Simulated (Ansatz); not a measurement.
# AlH7HfO5: the cost of one run

Program: Ansatz 0.2.0. Level of theory: RKS PBE/def2-SVP. These are calculated values, not measurements.

## 1. Starting point

Bond lengths: Hf1–O2 2.420 Å, O2–H3 1.010 Å, Hf1–O4 2.070 Å, O4–H5 1.010 Å, Hf1–O6 2.069 Å, O6–H7 1.010 Å, Hf1–O8 2.069 Å, O8–H9 1.010 Å, Hf1–O10 2.370 Å, O10–Al11 1.780 Å, Al11–H12 1.560 Å, Al11–H13 1.560 Å, Hf1–H14 2.392 Å. Angles (14 of 23 angles, heavy atoms first): O2–Hf1–O4 109.4°, O2–Hf1–O6 109.5°, O2–Hf1–O8 109.5°, O2–Hf1–O10 71.6°, O4–Hf1–O6 109.5°, O4–Hf1–O8 109.5°, O4–Hf1–O10 67.1°, O6–Hf1–O8 109.5°, O6–Hf1–O10 72.9°, O8–Hf1–O10 176.5°, Hf1–O10–Al11 125.0°, Hf1–O2–H3 109.5°, O2–Hf1–H14 35.4°, O4–Hf1–H14 88.3°.

Structure file:

```xyz
14

Hf    0.0000    0.0000    0.0000
O     0.0000    0.0000    2.4200
H    -0.9095   -0.2814    2.7571
O     1.9520    0.0000   -0.6893
H     2.2684   -0.9521   -0.8060
O    -0.9750    1.6891   -0.6893
H    -1.9328    1.4584   -0.9117
O    -0.9750   -1.6891   -0.6893
H    -1.4296   -2.1548    0.0831
O     1.2429    1.8744    0.7473
Al    2.6974    1.7930    1.7702
H     3.4151    0.4269    1.9983
H     3.2545    3.0879    2.4385
H     0.7655    1.1544    1.9506
```

## 2. A restrained relaxation towards end A

Springs on the bonds that form and break draw the guess towards this end; the thresholds are loose.

File input.yaml:

```yaml
crystal:
  periodic: [false, false, false]
  atoms:
    - { symbol: Hf, position_ang: [0.0, 0.0, 0.0] }
    - { symbol: O, position_ang: [0.0, 0.0, 2.42] }
    - { symbol: H, position_ang: [-0.9095, -0.2814, 2.7571] }
    - { symbol: O, position_ang: [1.952, 0.0, -0.6893] }
    - { symbol: H, position_ang: [2.2684, -0.9521, -0.806] }
    - { symbol: O, position_ang: [-0.975, 1.6891, -0.6893] }
    - { symbol: H, position_ang: [-1.9328, 1.4584, -0.9117] }
    - { symbol: O, position_ang: [-0.975, -1.6891, -0.6893] }
    - { symbol: H, position_ang: [-1.4296, -2.1548, 0.0831] }
    - { symbol: O, position_ang: [1.2429, 1.8744, 0.7473] }
    - { symbol: Al, position_ang: [2.6974, 1.793, 1.7702] }
    - { symbol: H, position_ang: [3.4151, 0.4269, 1.9983] }
    - { symbol: H, position_ang: [3.2545, 3.0879, 2.4385] }
    - { symbol: H, position_ang: [0.7655, 1.1544, 1.9506] }
basis:
  gaussian: { orbitals: def2-SVP }
hamiltonian:
  xc: pbe
relax:
  f_tol: 0.15
  max_steps: 25
  restrain:
    - { distance: [0, 9], at: 3.27, k: 30.0 }
    - { distance: [13, 1], at: 2.21, k: 30.0 }
    - { distance: [0, 1], at: 2.07, k: 30.0 }
    - { distance: [13, 9], at: 1.01, k: 30.0 }
output:
  orbitals: {}
```

Launch:

```bash
ansatz run input.yaml --threads 4 --pin off --max-ram 5120MiB --backend cpu --events-out ev --progress --plain --runs-dir out
```

Q: Estimate wall time and peak memory on 4 threads of Arm Neoverse V2, shared host.

About 56 s, with a peak of 0.23 GiB.
